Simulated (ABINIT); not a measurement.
RuRh:

```xyz
2
Lattice="2.7094 0.0000 0.0000 -1.3547 2.3464 0.0000 0.0000 0.0000 4.2984" Properties=species:S:1:pos:R:3 pbc="T T T"
Rh    1.3547    0.7821    0.0000
Ru    0.0000    0.0000    2.1492
```

The cell comes from a database or a generator and needn't be the stable form of this composition.

```yaml
Program: ABINIT 10.8.3 (patched build)
Task: relaxation of cell and atoms
Functional: LDA
Potentials_or_basis: JTH PAW PBE v2.0
Cutoff: 517 eV
k_mesh: 11 × 11 × 6
Occupations: fermi-dirac, width 0.05 eV
Spin: no spin polarisation
```

At the start: pressure -11.0 GPa; volume 13.66 Å³/atom.

Task: Where does the relaxation end?

Result: Over 5 steps the energy falls by 16.8 meV/atom and the volume is 13.19 Å³/atom (-3.5 %); space group P-6m2 (No. 187, to 0.05 Å).

The path:
| step | energy change (eV) | largest force (eV/Å) | pressure (GPa) | volume (Å³) |
| --- | --- | --- | --- | --- |
| 1 | 0.0000 | 0.0000 | -11.01 | 27.33 |
| 2 | -0.0336 | 0.0000 | -0.44 | 26.42 |
| 3 | -0.0337 | 0.0000 | 0.03 | 26.38 |
| 4 | -0.0337 | 0.0000 | 0.02 | 26.38 |
| 5 | -0.0337 | 0.0000 | 0.00 | 26.38 |

Final structure:
```xyz
2
Lattice="2.6776 0.0000 0.0000 -1.3388 2.3189 0.0000 0.0000 0.0000 4.2489" Properties=species:S:1:pos:R:3 pbc="T T T"
Rh    1.3388    0.7730    0.0000
Ru    0.0000    0.0000    2.1244
```

Caveat: the PAW data sets were made with another functional, which shifts forces and pressure a little.
